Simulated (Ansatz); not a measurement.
# GeH₃LiS (SMILES [Li][S][GeH3]): single points off equilibrium

One table from this session's results is given with a row withheld; the runs are named, their logs left out.

Method: single points in def2-TZVPP; program: Ansatz 0.2.0, Gaussian basis.

Correlated methods freeze the cores. Filled d shells of the heavier atoms are correlated. The outer core shell of Li, Na, Mg and K is correlated. B3LYP uses VWN-RPA correlation.

## The starting structure

SMILES `[Li][S][GeH3]`, 6 atoms, charge 0, spin multiplicity 1.

Atoms are counted from 1 here; the program's logs count them from 0.

Bond lengths: Li1–S2 2.079 Å, S2–Ge3 2.277 Å, Ge3–H4 1.512 Å, Ge3–H5 1.654 Å, Ge3–H6 1.522 Å. Angles: Li1–S2–Ge3 105.1°, S2–Ge3–H4 116.8°, S2–Ge3–H5 114.2°, S2–Ge3–H6 120.6°, H4–Ge3–H5 99.7°, H4–Ge3–H6 93.9°, H5–Ge3–H6 108.1°.

Coordinates:

```csv
atom,x (Å),y (Å),z (Å)
Li1,0.23130,-2.36480,1.54950
S2,1.33660,-1.13450,0.29030
Ge3,-0.08060,0.55250,-0.28390
H4,-1.37530,0.15620,-0.95740
H5,0.52140,1.58580,-1.42650
H6,-0.77110,1.38350,0.78820
```

The first run:

run/in.yaml

```yaml
crystal:
  periodic: [false, false, false]
  atoms:
    - {symbol: Li, position_ang: [0.231300, -2.364800, 1.549500]}
    - {symbol: S, position_ang: [1.336600, -1.134500, 0.290300]}
    - {symbol: Ge, position_ang: [-0.080600, 0.552500, -0.283900]}
    - {symbol: H, position_ang: [-1.375300, 0.156200, -0.957400]}
    - {symbol: H, position_ang: [0.521400, 1.585800, -1.426500]}
    - {symbol: H, position_ang: [-0.771100, 1.383500, 0.788200]}
basis:
  gaussian: {orbitals: def2-TZVPP}
correlation: {method: ccsd_t}
output: {forces: true}
```

The command line of these runs was not kept.

Steps of the session up to this table: CCSD(T)/def2-TZVPP; PBE0-D4/def2-TZVPP; wB97M-V/def2-TZVPP; r2SCAN-D4/def2-TZVPP; PBE-D4/def2-TZVPP; B3LYP-D4/def2-TZVPP; revPBE-D4/def2-TZVPP.

One table of the session follows, with a row left open; its other results are not shown here.

```
   method  RMS force component (eV/Å)  angle to CCSD(T) forces (°)  dipole (D)
  CCSD(T)                       0.731                    reference        7.17
  PBE0-D4                           ?                            ?           ?
  wB97M-V                       0.734                          2.7        7.04
r2SCAN-D4                       0.727                          3.1        7.10
   PBE-D4                       0.680                         11.1        6.86
 B3LYP-D4                       0.686                          6.7        6.98
revPBE-D4                       0.689                         12.2        6.90
```

Q: Estimate the row for PBE0-D4 from the others.

As computed: RMS force component (eV/Å): 0.726; angle to CCSD(T) forces (°): 6.0; dipole (D): 7.02. In the column «RMS force component (eV/Å)» it lies between revPBE-D4 (0.689) and r2SCAN-D4 (0.727).
